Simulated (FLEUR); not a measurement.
Crystal: MnCo.

```
CELL_PARAMETERS angstrom
2.85360 0.00000 0.00000
0.00000 2.85360 0.00000
0.00000 0.00000 2.85360
ATOMIC_POSITIONS crystal
Co 0.50000 0.50000 0.50000
Mn 0.00000 0.00000 0.00000
```

The cell comes from a database or a generator and needn't be the stable form of this composition.

| Quantity | Value |
| --- | --- |
| Program | FLEUR MaX-R8.1 (later development tree) |
| Task | single point |
| Functional | PBEsol |
| Potentials or basis | all-electron |
| Basis | FLAPW |
| Kmax | 4.67 1/bohr |
| k mesh | 9 × 9 × 9 |
| Occupations | fermi-dirac, width 0.05 eV |
| Spin | collinear spin, ferromagnetic start |
| Starting moments | [2.0, 4.001] μB |
| Gmax | 14.5 1/bohr |
| Muffin-tin radii | Co 2.1, Mn 2.1 bohr |
| lmax | Co 9, Mn 9 |
| lnonsphr | Co 9, Mn 9 |
| Local orbitals a species | Co 5, Mn 5 |
| Max iterations | 60 |
| Mixing factor | 0.05 |
| Mixer | Anderson |

On this cell: largest force zero by symmetry; net moment 4.02 μB per cell; site moments Co +1.25; Mn +2.73 μB; band gap on the k mesh none (metal or under the smearing width).

The same run follows on a disturbed copy (atoms moved at random, drawn with an rms of 0.05 Å):

```
CELL_PARAMETERS angstrom
2.85360 0.00000 0.00000
0.00000 2.85360 0.00000
0.00000 0.00000 2.85360
ATOMIC_POSITIONS crystal
Co 0.49913 0.50437 0.49006
Mn 0.99083 0.00424 0.99675
```

What does the disturbed cell give?

The energy (extrapolated to zero smearing) moves by +1.5 meV/atom; largest force 0.202 eV/Å; net moment 4.02 μB per cell; site moments Co +1.25; Mn +2.73 μB; band gap on the k mesh none (metal or under the smearing width).

Forces in eV/Å, atoms in the order of the input:
```
Co  -0.157  0.000  0.127
Mn   0.157  0.000 -0.127
```
